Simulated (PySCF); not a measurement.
# CoH4S4 (Co(SH)4): the cost of one run

Programs: PySCF 2.14.0, with routines of our own; each step states its level. All values are computed. Atoms count from 0.

### 1 The starting structure

9 atoms, charge 0, states of the metal's open shell are computed; geometry from: model geometry, bond lengths from ionic radii.

### 2 Ligand-field states: state-averaged CASSCF

What the job is given:

```
{"job": {"kind": "lf", "basis": {"metal": "x2c-TZVPall", "ligand": "x2c-SVPall"}, "nevpt": true}, "charge": 0, "metal": "Co", "open_shell": "d5"}
Co     0.000000     0.000000     0.000000
S      1.241303     1.241303     1.241303
H      0.452260     2.319021     1.385641
S     -1.241303    -1.241303     1.241303
H     -0.452260    -2.319021     1.385641
S     -1.241303     1.241303    -1.241303
H     -2.319021     0.452260    -1.385641
S      1.241303    -1.241303    -1.241303
H      2.319021    -0.452260    -1.385641
```

Level: state-averaged CASSCF of the metal d shell, SC-NEVPT2 on the averaged canonical orbitals, state-interaction spin-orbit coupling.

Command:

```sh
OMP_NUM_THREADS=1 python lf_run.py task.json out
```

This one command runs all jobs of the session in turn.

Q: Estimate the wall time and peak memory of this first job on 1 thread of Arm Neoverse V1, shared host.

About 18 s, with a peak of 0.33 GiB.
